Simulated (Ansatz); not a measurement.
# GeCl₂F₂: one species, many methods

The task here is to estimate one member of a computed series from the others.

The runs use Ansatz 0.2.0, Gaussian basis; functionals in def2-TZVPP, the program's frozen cores in correlated methods.

Plan: LDA (SPW92), PBE-D4, revPBE-D4, BLYP-D4, r2SCAN-D4, B97M-V, PBE0-D4, B3LYP-D4, r2SCANh-D4, r2SCAN0-D4, HSE06-D4, BHLYP-D4, CAM-B3LYP-D4, LC-ωPBE, ωB97X-V, ωB97M-V, B2PLYP, PBE-QIDH; CCSD(T)/def2-SVP; CCSD(T)/def2-TZVPP; MP2/def2-QZVPP; extrapolation to the limit; RPA on PBE.

**The geometry**

An earlier PBE0-D4 in a triple-zeta def2 set relaxation fixed the geometry.

SMILES `[F][Ge]([F])([Cl])[Cl]`, 5 atoms, charge 0, spin multiplicity 1.

Atoms are counted from 1 here; the program's logs count them from 0.

Bond lengths: F1–Ge2 1.705 Å, Ge2–F3 1.705 Å, Ge2–Cl4 2.097 Å, Ge2–Cl5 2.097 Å. Angles: F1–Ge2–F3 106.2°, F1–Ge2–Cl4 109.3°, F1–Ge2–Cl5 109.3°, F3–Ge2–Cl4 109.3°, F3–Ge2–Cl5 109.3°, Cl4–Ge2–Cl5 113.3°.

The first run:

The input, in.yaml:

```yaml
crystal:
  periodic: [false, false, false]
  atoms:
    - {symbol: F, position_ang: [1.142657, -1.227895, 0.501652]}
    - {symbol: Ge, position_ang: [0.015499, -0.035648, 0.038586]}
    - {symbol: F, position_ang: [-0.895010, 0.325082, 1.434013]}
    - {symbol: Cl, position_ang: [-1.255206, -0.819118, -1.433548]}
    - {symbol: Cl, position_ang: [1.041959, 1.683878, -0.582204]}
basis:
  gaussian: {orbitals: def2-TZVPP}
hamiltonian: {xc: lda}
output: {orbitals: {seedname: orbitals}}
```

Command:

```
$ ansatz run in.yaml --threads 4 --pin off --events-out ev --progress --plain --max-ram 10444MiB
```

Among the steps run: LDA; PBE-D4 (GGA); revPBE-D4 (GGA); BLYP-D4 (GGA); r2SCAN-D4 (meta-GGA); B97M-V (meta-GGA); PBE0-D4 (hybrid); B3LYP-D4 (hybrid); r2SCANh-D4 (hybrid); r2SCAN0-D4 (hybrid); HSE06-D4 (hybrid); BHLYP-D4 (hybrid); CAM-B3LYP-D4 (range-separated); LC-ωPBE (range-separated); ωB97X-V (range-separated); ωB97M-V (range-separated); B2PLYP (double hybrid); PBE-QIDH (double hybrid).

One table of the session follows, with a row left open; its other results are not shown here.

It belongs to the step «Frontier levels by functional». 

```
  functional  HOMO (eV)  LUMO (eV)  gap (eV)
 LDA (SPW92)      -8.81      -3.30      5.51
      PBE-D4      -8.64      -2.94      5.70
   revPBE-D4      -8.58      -2.80      5.78
     BLYP-D4      -8.47      -2.90      5.57
   r2SCAN-D4      -9.05      -2.66      6.40
      B97M-V      -9.13      -2.56      6.57
     PBE0-D4     -10.14      -1.89      8.25
    B3LYP-D4      -9.84      -2.24      7.60
  r2SCANh-D4      -9.60      -2.28      7.31
  r2SCAN0-D4     -10.41      -1.72      8.69
    HSE06-D4      -9.74      -2.27      7.47
    BHLYP-D4     -11.47      -0.80     10.67
CAM-B3LYP-D4          ?          ?         ?
     LC-ωPBE     -13.00       0.50     13.50
     ωB97X-V     -12.59       0.41     13.00
     ωB97M-V     -12.41       0.27     12.67
```

Estimate the missing values for CAM-B3LYP-D4.

**Answer.** HOMO (eV): -11.53; LUMO (eV): -0.84; gap (eV): 10.69. In the column «HOMO (eV)» it lies between ωB97M-V (-12.41) and BHLYP-D4 (-11.47).
